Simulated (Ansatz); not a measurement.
# CH₃AlF₂: up Jacob's ladder to CCSD(T)

The task here is to estimate one member of a computed series from the others.

The runs use Ansatz 0.2.0, Gaussian basis; functionals in def2-TZVPP, the program's frozen cores in correlated methods.

Levels to be run: LDA (SPW92), PBE-D4, revPBE-D4, BLYP-D4, r2SCAN-D4, B97M-V, PBE0-D4, B3LYP-D4, r2SCANh-D4, r2SCAN0-D4, HSE06-D4, BHLYP-D4, CAM-B3LYP-D4, LC-ωPBE, ωB97X-V, ωB97M-V, B2PLYP, PBE-QIDH; CCSD(T)/def2-SVP; CCSD(T)/def2-TZVPP; MP2/def2-QZVPP; extrapolation to the limit; RPA on PBE.

### Structure used throughout

All runs share one geometry, relaxed beforehand with PBE0-D4 in a triple-zeta def2 set.

SMILES `F[CH2][AlH][F]`, 7 atoms, charge 0, spin multiplicity 1.

Atoms are counted from 1 here; the program's logs count them from 0.

Bond lengths: F1–C2 1.392 Å, C2–Al3 1.974 Å, C2–H5 1.099 Å, C2–H6 1.099 Å, Al3–F4 1.647 Å, Al3–H7 1.578 Å. Angles: F1–C2–Al3 112.9°, F1–C2–H5 108.0°, F1–C2–H6 108.0°, Al3–C2–H5 111.1°, Al3–C2–H6 111.0°, H5–C2–H6 105.6°, C2–Al3–F4 119.6°, C2–Al3–H7 122.4°, F4–Al3–H7 118.0°.

Geometry (Å):

```xyz
7
CH3AlF2
F    -1.7217    0.7610    0.0340
C    -0.3401    0.8034   -0.1342
Al    0.5195   -0.9540    0.1298
F    -0.4061   -2.2630    0.5049
H    -0.1325    1.1975   -1.1386
H     0.0640    1.5492    0.5642
H     2.0780   -1.1621   -0.0060
```

Set-up of the first run:

Contents of in.yaml:

```yaml
crystal:
  periodic: [false, false, false]
  atoms:
    - {symbol: F, position_ang: [-1.721665, 0.760984, 0.034035]}
    - {symbol: C, position_ang: [-0.340088, 0.803436, -0.134198]}
    - {symbol: Al, position_ang: [0.519530, -0.954016, 0.129801]}
    - {symbol: F, position_ang: [-0.406123, -2.263023, 0.504921]}
    - {symbol: H, position_ang: [-0.132537, 1.197473, -1.138600]}
    - {symbol: H, position_ang: [0.064008, 1.549197, 0.564190]}
    - {symbol: H, position_ang: [2.077975, -1.162050, -0.005950]}
basis:
  gaussian: {orbitals: def2-TZVPP}
hamiltonian: {xc: lda}
output: {orbitals: {seedname: orbitals}}
```

Run with:

```console
ansatz run in.yaml --threads 2 --pin off --events-out ev --progress --plain --max-ram 4352MiB
```

Among the steps run: LDA; PBE-D4 (GGA); revPBE-D4 (GGA); BLYP-D4 (GGA); r2SCAN-D4 (meta-GGA); B97M-V (meta-GGA); PBE0-D4 (hybrid); B3LYP-D4 (hybrid); r2SCANh-D4 (hybrid); r2SCAN0-D4 (hybrid); HSE06-D4 (hybrid); BHLYP-D4 (hybrid); CAM-B3LYP-D4 (range-separated); LC-ωPBE (range-separated); ωB97X-V (range-separated); ωB97M-V (range-separated); B2PLYP (double hybrid); PBE-QIDH (double hybrid).

One table of the session follows, with a row left open; its other results are not shown here.

It belongs to the step «Orbital energies across the functionals». 

```
  functional  HOMO (eV)  gap (eV)
 LDA (SPW92)      -6.79      4.64
      PBE-D4      -6.66      4.76
   revPBE-D4      -6.60      4.81
     BLYP-D4      -6.58      4.75
   r2SCAN-D4      -6.96      5.42
      B97M-V      -7.08      5.30
     PBE0-D4      -8.12      6.98
    B3LYP-D4      -7.92      6.53
  r2SCANh-D4      -7.51      6.22
  r2SCAN0-D4      -8.33      7.41
    HSE06-D4      -7.72      6.21
    BHLYP-D4      -9.52      9.07
CAM-B3LYP-D4      -9.56      9.29
     LC-ωPBE     -10.88     11.77
     ωB97X-V     -10.53     11.29
     ωB97M-V          ?         ?
```

Q: Estimate the row for ωB97M-V from the others.

As computed: HOMO (eV): -10.39; gap (eV): 10.82. In the column «HOMO (eV)» it lies between ωB97X-V (-10.53) and CAM-B3LYP-D4 (-9.56).
